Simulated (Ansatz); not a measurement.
# Ti (Titanium): the cost of one run

Program: the Python package of Ansatz 0.2.0. Level of theory: DFT PBEsol+D4, plane waves, PAW. These are calculated values, not measurements.

This is Ti in the bcc structure; at room conditions it is hcp.

**1. The system**

It takes space group Im-3m (No. 229, cubic). Conventional cell: a = 3.282 Å, b = 3.282 Å, c = 3.282 Å, α = 90.00°, β = 90.00°, γ = 90.00°. Ti (site symmetry m-3m) is surrounded by 8 Ti at 2.84 Å.

The script holds or builds the structure itself.

**2. The script**

The input, elastic_ti.py:

```python
"""Elastic constants of Ti."""

import logging
import sys

import ansatz as az
import numpy as np
from pymatgen.core import Lattice, Structure
from pymatgen.io.ase import AseAtomsAdaptor

logging.basicConfig(stream=sys.stdout, format="%(levelname)s %(message)s")
logger = logging.getLogger("run")
logger.setLevel(logging.INFO)

pmg_structure = Structure(
    Lattice([[-1.641, 1.641, 1.641], [1.641, -1.641, 1.641], [1.641, 1.641, -1.641]]),
    ["Ti"],
    [
        [0.0, 0.0, 0.0],
    ],
)
ti = az.Crystal.from_ase(AseAtomsAdaptor.get_atoms(pmg_structure))

base = (
    ti.calculation()
    .functional(az.Functional.PBESOL, dispersion="d4")
    .occupations("fermi_dirac", width=100 * az.meV)  # the run then minimises F = E - TS
    .kpoints(22, 22, 22)
)
done = base.elastic("relaxed_ion").run(threads=1)
elastic = done.elastic

logger.info("C_ij (GPa), Voigt order xx yy zz yz xz xy")
for row in elastic.c_gpa:
    print(" ".join(f"{value:8.1f}" for value in row))
print("smallest eigenvalue of C:", round(elastic.stability.min_eigenvalue_gpa, 1), "GPa; stable:", elastic.stability.stable)
# averaged moduli need a positive definite tensor
if elastic.stability.min_eigenvalue_gpa > 0:
    for name, value in elastic.moduli.to_plain().items():
        logger.info(f"{name:14s} {value:9.3f}")
```

**3. The input behind the calls**

The engine receives this input:

```yaml
crystal:
  lattice:
    - [-1.641, 1.641, 1.641]
    - [1.641, -1.641, 1.641]
    - [1.641, 1.641, -1.641]
  atoms:
    - { symbol: Ti, position: [0.0, 0.0, 0.0] }
kpoints:
  mp_grid:
    grid: [22, 22, 22]
hamiltonian:
  xc: pbesol
  dispersion: d4
scf:
  occupations:
    method: fermi_dirac
    width: 0.1
elastic:
  mode: relaxed_ion
```

**4. Launch**

Run with:

```
$ python elastic_ti.py
```

What time and memory should one allow on 1 thread of Arm Neoverse V1, shared host?

About 91 s, with a peak of 0.73 GiB.
